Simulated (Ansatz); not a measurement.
Consider a rigid torsion scan of CH₄AlNS, SMILES [AlH2][N]=CS (Ansatz 0.2.0, Python API).

`ch4alns.py`:
```python
"""Energy of CH4AlNS as one group turns about a bond."""

import ansatz as az
from ase import Atoms

atoms = Atoms(["Al", "N", "C", "S", "H", "H", "H", "H"], positions=[
    (-0.3043, 1.649, -0.6352),
    (0.4398, -0.0336, -0.5271),
    (0.3105, -0.7587, 0.511),
    (1.1933, -2.3606, 0.5594),
    (-0.1911, 2.5479, -2.0),
    (-1.1804, 2.294, 0.5863),
    (-0.1796, -0.415, 1.4011),
    (0.004, -2.9801, 0.0487),
])

# start the scan from a relaxed geometry
first = (
    az.Crystal.molecule_from_ase(atoms).calculation()
    .basis(gaussian="6-31G*")
    .functional("pbe0")
    .relax(force_tolerance=0.02, max_steps=80)
)
atoms.positions = first.run(threads=1, backend="cpu").report["positions_ang"]

start = atoms.get_dihedral(1, 2, 3, 7)
energies = {}
for turn in range(0, 360, 30):
    turned = atoms.copy()
    turned.set_dihedral(1, 2, 3, 7, start + turn, indices=[3, 7])
    job = (
        az.Crystal.molecule_from_ase(turned).calculation()
        .basis(gaussian="6-31G*")
        .correlation("mp2")  # correlation on top of the mean field
    )
    energies[round((start + turn) % 360)] = job.run(threads=1, backend="cpu").report["free_energy_ev"]
floor = min(energies.values())
print("dihedral N1-C2-S3-H7 (deg)   E - E(min) (eV)")
for angle, e in sorted(energies.items()):
    print(f"{angle:8d} {(e - floor):14.3f}  " + "#" * int(30 * (e - floor) / max(max(energies.values()) - floor, 1e-9)))
```

Where along the turn do the lowest and the highest point lie, and how far apart are they?

The lowest point is at 0° and the highest at 90°, 0.323 eV (31.2 kJ/mol) above it, with the rest of the molecule held.

The run itself:

Output of `python ch4alns.py`:
```text
dihedral N1-C2-S3-H7 (deg)   E - E(min) (eV)
       0          0.000
      30          0.083  #######
      60          0.247  #######################
      90          0.323  #############################
     120          0.230  #####################
     150          0.076  #######
     180          0.005
     210          0.076  #######
     240          0.230  #####################
     270          0.323  ##############################
     300          0.247  #######################
     330          0.083  #######
```

Notes:
- These settings explore the input space; basis and method may be short of convergence.
- The scan is rigid and the energies are electronic, in a modest basis. With rigid groups the curve can differ much from the relaxed path, the start wasn't checked as a minimum of this torsion, and equivalent turns needn't return to the same energy.
- The start is relaxed with a density functional and scanned with the wavefunction method, so it isn't exactly that method's minimum.
- The whole script took 98 s on 1 thread of Arm Neoverse V2, on a shared host, peak memory 0.22 GiB.
